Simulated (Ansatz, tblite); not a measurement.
**The cluster Ge₃H₄O₈: one state, many levels**

One table from this session's results is given with a row withheld; the runs are named, their logs left out.

Computed with Ansatz 0.2.0, Gaussian basis. Level: as each input shows.

Levels to be run: GFN1-xTB, GFN2-xTB, PBE-D4/def2-TZVP, r2SCAN-D4/def2-TZVP, B3LYP-D4/def2-TZVP, r2SCAN0-D4/def2-TZVP, PBE-D4/def2-SVP, PBE0-D4/def2-SVP, HF/6-31G, B3LYP-D4/6-31G, MP2/def2-SVP, RPA/def2-SVP.

6 further runs of the same task are left out: 4 that didn't finish, 2 set aside as unsound or not needed.

## The relaxed structure

The geometry is that of the singlet, from an earlier relaxation (PBE-D4/def2-SVP). At that level it is the lowest of the isomers that a small search found.

15 atoms, charge 0, spin multiplicity 1.

Bond lengths: Ge1–O6 1.832 Å, Ge1–O9 1.802 Å, Ge1–O10 1.835 Å, Ge1–H15 1.533 Å, Ge2–O4 1.802 Å, Ge2–O5 1.797 Å, Ge2–O9 1.805 Å, Ge2–O11 1.799 Å, Ge3–O5 1.801 Å, Ge3–O6 1.835 Å, Ge3–O10 1.835 Å, Ge3–H12 1.533 Å, O4–O8 1.518 Å, O7–O8 1.389 Å, O7–H13 1.000 Å, O11–H14 0.978 Å. Angles: O6–Ge1–O9 105.7°, O6–Ge1–O10 88.4°, O6–Ge1–H15 121.6°, O9–Ge1–O10 105.1°, O9–Ge1–H15 111.7°, O10–Ge1–H15 121.2°, O4–Ge2–O5 106.7°, O4–Ge2–O9 114.9°, O4–Ge2–O11 104.8°, O5–Ge2–O9 113.0°, O5–Ge2–O11 112.0°, O9–Ge2–O11 105.2°, O5–Ge3–O6 105.2°, O5–Ge3–O10 105.7°, O5–Ge3–H12 111.7°, O6–Ge3–O10 88.3°, O6–Ge3–H12 121.6°, O10–Ge3–H12 121.1° and more.

PBE0-D4/def2-TZVP was run before; its log isn't repeated, and its numbers join the tables.

Set-up of the first run:

Tight binding, by tblite at 300 K electronic temperature and without a spin-polarisation term:

```python
tblite.interface.Calculator('GFN1-xTB', numbers, positions, charge=0, uhf=0).singlepoint()
```

Tight binding, by tblite at 300 K electronic temperature and without a spin-polarisation term:

```python
tblite.interface.Calculator('GFN2-xTB', numbers, positions, charge=0, uhf=0).singlepoint()
```

start.molden holds the orbitals of an earlier run on this state, given as this run's starting guess.

File in.yaml:

```yaml
crystal:
  periodic: [false, false, false]
  atoms:
    - {symbol: Ge, position_ang: [1.084045, -1.405398, -1.623784]}
    - {symbol: Ge, position_ang: [-0.436339, 0.270076, 0.433011]}
    - {symbol: Ge, position_ang: [1.841239, 1.020247, -1.455334]}
    - {symbol: O, position_ang: [-2.085318, 0.945253, 0.165646]}
    - {symbol: O, position_ang: [0.729944, 1.516846, -0.128308]}
    - {symbol: O, position_ang: [0.791946, 0.091090, -2.639844]}
    - {symbol: O, position_ang: [-2.982795, 0.611453, 2.319023]}
    - {symbol: O, position_ang: [-2.931032, 0.047528, 1.051125]}
    - {symbol: O, position_ang: [-0.147921, -1.349198, -0.310118]}
    - {symbol: O, position_ang: [2.565764, -0.580262, -0.924226]}
    - {symbol: O, position_ang: [-0.333845, 0.000368, 2.208658]}
    - {symbol: H, position_ang: [2.732715, 2.180278, -1.912452]}
    - {symbol: H, position_ang: [-2.105092, 0.311009, 2.693601]}
    - {symbol: H, position_ang: [0.100457, -0.859538, 2.377733]}
    - {symbol: H, position_ang: [1.176212, -2.799742, -2.254731]}
basis:
  gaussian: {orbitals: def2-TZVP, initial_orbitals: start.molden}
hamiltonian: {xc: pbe, dispersion: d4}
scf: {omitted_lower_state_checks: [starts]}
output: {orbitals: {seedname: orbitals}}
```

Launch:

```console
ansatz run in.yaml --threads 4 --pin off --events-out ev --progress --plain --max-ram 6963MiB
```

Among the steps run: PBE-D4/def2-TZVP; r2SCAN-D4/def2-TZVP; B3LYP-D4/def2-TZVP; r2SCAN0-D4/def2-TZVP; PBE-D4/def2-SVP; PBE0-D4/def2-SVP; HF/6-31G; B3LYP-D4/6-31G; MP2/def2-SVP; RPA/def2-SVP.

One table of the session follows, with a row left open; its other results are not shown here.

It belongs to the step «Binding energy». 

| level | binding an atom (eV) |
| --- | --- |
| HF/6-31G | 1.565 |
| HF/def2-SVP | 2.006 |
| PBE-D4/def2-SVP | 3.887 |
| PBE-D4/def2-TZVP | 3.876 |
| r2SCAN-D4/def2-TZVP | 3.753 |
| B3LYP-D4/6-31G | 3.337 |
| B3LYP-D4/def2-TZVP | 3.647 |
| PBE0-D4/def2-SVP | ? |
| PBE0-D4/def2-TZVP | 3.648 |
| r2SCAN0-D4/def2-TZVP | 3.546 |
| MP2/def2-SVP | 3.544 |

**Question.** Estimate the row for PBE0-D4/def2-SVP.

**Answer.** binding an atom (eV): 3.634. In the column «binding an atom (eV)» it lies between r2SCAN0-D4/def2-TZVP (3.546) and B3LYP-D4/def2-TZVP (3.647).

Caveats from the session: Free atoms were run apart at each level; binding is atoms less cluster, divided by the number of atoms, without zero-point or spin-orbit terms.
